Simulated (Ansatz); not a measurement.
# InIF2: up Jacob's ladder to CCSD(T)

Aim: compute InIF2 with functionals from several rungs and with coupled cluster. The yardstick is the atomisation energy at the CCSD(T) limit.

Method: functionals in def2-TZVPP, the program's frozen cores in correlated methods; program: Ansatz 0.2.0, Gaussian basis.

Plan: LDA (SPW92), PBE-D4, revPBE-D4, BLYP-D4, r2SCAN-D4, B97M-V, PBE0-D4, B3LYP-D4, r2SCANh-D4, r2SCAN0-D4, HSE06-D4, BHLYP-D4, CAM-B3LYP-D4, LC-ωPBE, ωB97X-V, ωB97M-V, B2PLYP, PBE-QIDH; CCSD(T)/def2-SVP; CCSD(T)/def2-TZVPP; MP2/def2-QZVPP; extrapolation to the limit; RPA on PBE.

## Step 1: Structure used throughout

All runs share one geometry, relaxed beforehand with PBE0-D4 in a triple-zeta def2 set. In, I take the def2 core potential; no spin-orbit term is included.

SMILES `[F][In]([F])[I]`, 4 atoms, charge 0, spin multiplicity 1.

Atoms are counted from 1 here; the program's logs count them from 0.

Bond lengths: F1–In2 1.928 Å, In2–F3 1.928 Å, In2–I4 2.598 Å. Angles: F1–In2–F3 112.0°, F1–In2–I4 124.0°, F3–In2–I4 124.0°.

As a file:

```xyz
4
F2IIn
F     1.03220    0.66398    1.56620
In    0.08936   -0.07020    0.05315
F     0.62544   -1.88437   -0.31920
I    -1.69151    1.23029   -1.32045
```

## Step 2: LDA

This LDA is Slater exchange with PW92 correlation.

in.yaml

```yaml
crystal:
  periodic: [false, false, false]
  atoms:
    - {symbol: F, position_ang: [1.032199, 0.663984, 1.566198]}
    - {symbol: In, position_ang: [0.089365, -0.070197, 0.053154]}
    - {symbol: F, position_ang: [0.625442, -1.884372, -0.319196]}
    - {symbol: I, position_ang: [-1.691505, 1.230285, -1.320455]}
basis:
  gaussian: {orbitals: def2-TZVPP}
hamiltonian: {xc: lda}
output: {orbitals: {seedname: orbitals}}
```

Launch:

```console
$ ansatz run in.yaml --threads 4 --pin off --events-out ev --progress --plain --max-ram 10444MiB
```

Further steps of the session: PBE-D4 (GGA); revPBE-D4 (GGA); BLYP-D4 (GGA); r2SCAN-D4 (meta-GGA); B97M-V (meta-GGA); PBE0-D4 (hybrid); B3LYP-D4 (hybrid); r2SCANh-D4 (hybrid); r2SCAN0-D4 (hybrid); HSE06-D4 (hybrid); BHLYP-D4 (hybrid); CAM-B3LYP-D4 (range-separated); LC-ωPBE (range-separated); ωB97X-V (range-separated); ωB97M-V (range-separated); B2PLYP (double hybrid); PBE-QIDH (double hybrid); CCSD(T) in def2-SVP; CCSD(T) in def2-TZVPP; MP2 in def2-QZVPP; RPA on PBE orbitals.

**Question.** What will the summary of the whole plan be? Wanted: atomisation energy, CCSD(T)/CBS; farthest beyond LDA; mean size of error, GGA; mean size of error, meta-GGA; mean size of error, hybrid; mean size of error, range-separated; mean size of error, double hybrid; gap, smallest and largest; T1 diagnostic.

**Answer**, as computed:

```
                               quantity                                      value
        atomisation energy, CCSD(T)/CBS                              1101.2 kJ/mol
 functionals within 11.0 kJ/mol (1.0 %)                                     PBE-D4
                    farthest beyond LDA                   BHLYP-D4 (-125.8 kJ/mol)
                mean size of error, GGA                                32.7 kJ/mol
           mean size of error, meta-GGA                                27.1 kJ/mol
             mean size of error, hybrid                                69.4 kJ/mol
    mean size of error, range-separated                                30.6 kJ/mol
      mean size of error, double hybrid                                51.6 kJ/mol
              gap, smallest and largest  3.26 eV (LDA (SPW92)), 10.27 eV (LC-ωPBE)
                          T1 diagnostic                                     0.0146
triples share of the correlation energy                                      2.6 %
```

What this shows: LDA overbinds by 185.2 kJ/mol (17 %). PBE-D4 is off by +3.3 kJ/mol. Double hybrids carry the basis error of their MP2 part in triple zeta, and no dispersion term here, so their miss is partly the set-up's. By mean error the best rung here is meta-GGA (27.1 kJ/mol) and the worst beyond LDA is hybrid (69.4 kJ/mol). The gap between the best rungs is small, so their order is not settled. The mean of the hybrids holds BHLYP, with half exact exchange. RPA and LDA stand outside this count. The reference freezes the cores and leaves out spin-orbit coupling and excitations past (T), and its outer-core shells are covered unevenly, so misses under about 11.0 kJ/mol can't be ranked. All levels share the lack of spin-orbit coupling, which lowers the free heavy atoms and so the true binding. Hartree-Fock recovers 63 % of the binding; the rest is correlation. CCSD(T) in def2-SVP is off by -125.3 kJ/mol, which most functionals beat. Orbital gaps span 3.3 to 10.3 eV; exact exchange widens them. Correlated methods include outer-core shells of I, In, which these sets cover unevenly.
